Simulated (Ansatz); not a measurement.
## Mn, space group P6_3/mmc: a relaxation followed by a look at the electronic structure, step by step

With the Python package of Ansatz (0.2.0).

`mn.xyz`
```text
2
Lattice="2.48364577 0.0 0.0 -1.24182289 2.15090033 0.0 0.0 0.0 4.026195" Properties=species:S:1:pos:R:3:initial_magmoms:R:1 pbc="T T T"
Mn    1.24182290    0.71696677    3.01964625  5.20
Mn   -0.00000001    1.43393356    1.00654875  5.20
```

The cells in order, each with its output:

**Cell 1**
```python
import ansatz as az
import numpy as np
```

**Cell 2**
```python
def count_gap(report):
    # lowest empty less highest filled band, counting bands; zero where they overlap
    return max(report.get('gap_by_band_count_ev') or 0.0, 0.0)
```

**Cell 3**
```python
def setup_for(crystal, spacing):
    return (
        crystal.calculation()
        .functional('r2scan')
        .occupations('fermi_dirac', width=0.1)
        .spin('collinear')
        .scf(tolerance=1e-09)
        .kpoints(spacing=spacing)
    )

mn = az.Crystal.from_extxyz('mn.xyz')

relaxed = setup_for(mn, 0.3).relax(cell=True, force_tolerance=0.01, max_steps=40).checkpoint(write='relax.run', compress=False).run()
cell = np.asarray(relaxed.lattice.cell_ang)
print('relaxed edges (A):', np.linalg.norm(cell, axis=1).round(4), ' volume:', round(abs(np.linalg.det(cell)), 3), 'A^3')
for site in relaxed.lattice.sites:
    print(' ', site.symbol, np.round(site.position_frac, 4) + 0.0)
```
Output:
```text
DeckWarning: basis.ecutwfc = 500 eV, auto-derived from the records' recommended cutoffs: set by Mn (their level for a meta-GGA)
DeckWarning: where an SCF of this run starts from atoms to list the orders of its open shells, Mn (sites 0, 1, from 0) starts with 5.00 μB on its 3d shell, in the place of the 5.20 μB that the deck gives it: its open shells can hold no more by Hund's first rule. To start from spheres of the given moment, type scf.initial_density.shell_occupations: []
DeckWarning: relax.cell: scf.convergence.dr2_threshold = 1e-9 eV is looser than the 2e-10 eV advised for a relaxation that steers and ends on the stress (1e-10 eV for each atom of the cell: 2). What an SCF threshold leaves in a stress goes as its square root, and in the free energy as the threshold itself, and one [...]
RunWarning: the starting moments were not kept: the SCF closed with an absolute magnetisation of 2.7e-5 μB, where they sum to 10.4 μB in size (2 sites). That is at most 0.1 of that sum. Measured as dr2_m measures the in/out step, that magnetisation stands 4.6e-10 eV from none, at or under the dr2_threshold of 1.0e-9 [...]
relaxed edges (A): [2.4561 2.4561 3.9893]  volume: 20.842 A^3
  Mn [0.6667 0.3333 0.75  ]
  Mn [0.3333 0.6667 0.25  ]
```

**Cell 4**
```python
final = az.Crystal.from_checkpoint('relax.run')
result = setup_for(final, 0.22).functional('lda').stress().band_table().density_of_states(energy_step=0.05).run()
data = result.report
```
Output:
```text
DeckWarning: crystal.checkpoint: the structure is that of relax.run, a `relax` run, at its step 4: its result, under r2scan at a charge of 0 e; 2 atoms read, 2 with a starting moment [...]
DeckWarning: basis.ecutwfc = 420 eV, auto-derived from the records' recommended cutoffs: set by Mn (normal level)
DeckWarning: output.stress: scf.convergence.dr2_threshold = 1e-9 eV is looser than the 2e-10 eV advised for a printed stress (1e-10 eV for each atom of the cell: 2). What an SCF threshold leaves in a stress goes as its square root, and in the free energy as the threshold itself, and one threshold admits the most on a [...]
RunWarning: the starting moments were not kept: the SCF closed with an absolute magnetisation of 5.7e-8 μB, where they sum to 10.4 μB in size (2 sites). That is at most 0.1 of that sum. Measured as dr2_m measures the in/out step, that magnetisation stands 9.3e-16 eV from none, at or under the dr2_threshold of 1.0e-9 [...]
```

**Cell 5**
```python
result.lattice.cell_ang
```
Output:
```text
array([[ 2.45614103e+00,  2.85478244e-09, -9.29515089e-19],
       [-1.22807052e+00,  2.12708053e+00,  4.64757545e-19],
       [-1.50682076e-18,  5.29769937e-33,  3.98934904e+00]])
```

**Cell 6**
```python
dos = result.density_of_states()
print(f'pressure at the relaxed cell {np.trace(data["stress_gpa"]) / 3:.3f} GPa, gap by band count {count_gap(data):.3f} eV')
if count_gap(data) == 0:
    print('states/eV at the Fermi level:', round(float(np.interp(dos.fermi_ev, dos.energies_ev, dos.spin_summed_g_bin_mean_per_ev)), 3))
print('site moments (muB):', [round(m, 2) for m in data['site_moments_mub']])
print('electrons up, down:', [round(n, 3) for n in data['spin_occupation_sums']])
```
Output:
```text
pressure at the relaxed cell -11.018 GPa, gap by band count 0.000 eV
states/eV at the Fermi level: 2.498
site moments (muB): [-0.0, -0.0]
electrons up, down: [15.0, 15.0]
```

Absolute energies stand on the zero of these potentials, so only differences at equal settings mean something. A total without «per atom» is that of the whole cell that was run. The SCF didn't keep the moments it started from (some shrank, vanished or turned); what is printed is the state reached. Only differences from the Fermi energy are physical; the zero of the scale is a convention. A gap by band count of zero or less means overlapping bands, a metal. r2SCAN tends to overestimate the moments of itinerant magnets. This isn't the structure that Mn takes at ambient conditions. Gaps and levels are Kohn-Sham values on a finite set of k-points. Warnings are shown shortened and without file and line. Where the second run takes another functional or mesh than the relaxation, its pressure isn't zero; pressure is positive in compression. The density of states is complete only as far up as bands were computed. Hardware and time: 77 s on 1 thread of Arm Neoverse V1 (shared host), peak memory 0.46 GiB.
